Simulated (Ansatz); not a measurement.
# Bi2S3 (Bismuthinite): the cost of one run

Method: DFT PBE, scalar-relativistic, plane waves, PAW, in Ansatz 0.2.0.

## 1. The starting structure

It takes space group Pnma (No. 62, orthorhombic). The conventional cell has a = 11.345 Å, b = 3.994 Å, c = 11.193 Å, α = 90.00°, β = 90.00°, γ = 90.00°. Around Bi (site symmetry m) lie 6 S at 2.67 to 3.07 Å. Around Bi (site symmetry m) lie 5 S at 2.60 to 2.97 Å. S (site symmetry m) has 3 Bi at 2.70 to 2.76 Å as nearest neighbours. S (site symmetry m) has 5 Bi at 2.60 to 3.07 Å as nearest neighbours. S (site symmetry m) has 3 Bi at 2.67 to 3.05 Å as nearest neighbours.

Structure file:

```
CELL_PARAMETERS angstrom
11.34500 0.00000 0.00000
0.00000 3.99400 0.00000
0.00000 0.00000 11.19300
ATOMIC_POSITIONS crystal
Bi 0.48350 0.25000 0.32570
Bi 0.01650 0.75000 0.82570
Bi 0.98350 0.25000 0.17430
Bi 0.51650 0.75000 0.67430
Bi 0.34070 0.75000 0.03390
Bi 0.15930 0.25000 0.53390
Bi 0.84070 0.75000 0.46610
Bi 0.65930 0.25000 0.96610
S 0.28350 0.25000 0.19430
S 0.21650 0.75000 0.69430
S 0.78350 0.25000 0.30570
S 0.71650 0.75000 0.80570
S 0.54950 0.75000 0.12860
S 0.95050 0.25000 0.62860
S 0.04950 0.75000 0.37140
S 0.45050 0.25000 0.87140
S 0.37670 0.75000 0.44140
S 0.12330 0.25000 0.94140
S 0.87670 0.75000 0.05860
S 0.62330 0.25000 0.55860
```

The structure comes from the Crystallography Open Database.

(A quick probe on a coarse mesh, which set the mesh and smearing, is not shown.)

## 3. The relaxation

File input.yaml:

```yaml
crystal:
  lattice:
    - [11.345, 0.0, 0.0]
    - [0.0, 3.994, 0.0]
    - [0.0, 0.0, 11.193]
  atoms:
    - { symbol: Bi, position: [0.4835, 0.25, 0.3257] }
    - { symbol: Bi, position: [0.0165, 0.75, 0.8257] }
    - { symbol: Bi, position: [0.9835, 0.25, 0.1743] }
    - { symbol: Bi, position: [0.5165, 0.75, 0.6743] }
    - { symbol: Bi, position: [0.3407, 0.75, 0.0339] }
    - { symbol: Bi, position: [0.1593, 0.25, 0.5339] }
    - { symbol: Bi, position: [0.8407, 0.75, 0.4661] }
    - { symbol: Bi, position: [0.6593, 0.25, 0.9661] }
    - { symbol: S, position: [0.2835, 0.25, 0.1943] }
    - { symbol: S, position: [0.2165, 0.75, 0.6943] }
    - { symbol: S, position: [0.7835, 0.25, 0.3057] }
    - { symbol: S, position: [0.7165, 0.75, 0.8057] }
    - { symbol: S, position: [0.5495, 0.75, 0.1286] }
    - { symbol: S, position: [0.9505, 0.25, 0.6286] }
    - { symbol: S, position: [0.0495, 0.75, 0.3714] }
    - { symbol: S, position: [0.4505, 0.25, 0.8714] }
    - { symbol: S, position: [0.3767, 0.75, 0.4414] }
    - { symbol: S, position: [0.1233, 0.25, 0.9414] }
    - { symbol: S, position: [0.8767, 0.75, 0.0586] }
    - { symbol: S, position: [0.6233, 0.25, 0.5586] }
basis:
  ecutwfc: 420
kpoints:
  mp_grid: { grid: [4, 8, 4] }
hamiltonian:
  xc: pbe
scf:
  occupations: { method: gaussian, width: 0.02 }
output:
  forces: true
  stress: true
  eigenvalues: true
  write_density: true
  write_potential: true
  elf: true
  volumetric_format: npy
relax:
  adjacent_minimum: "off"
  f_tol: 0.005
  max_steps: 80
  cell: { stress_tol: 0.05 }
```

The run is started by

```bash
ansatz run input.yaml --threads 8 --pin off --max-ram 22528MiB --backend cpu --events-out ev --progress --plain --runs-dir out
```

What time and memory should one allow on 8 threads of Arm Neoverse V2, shared host?

About 3.6 min, with a peak of 3.8 GiB.
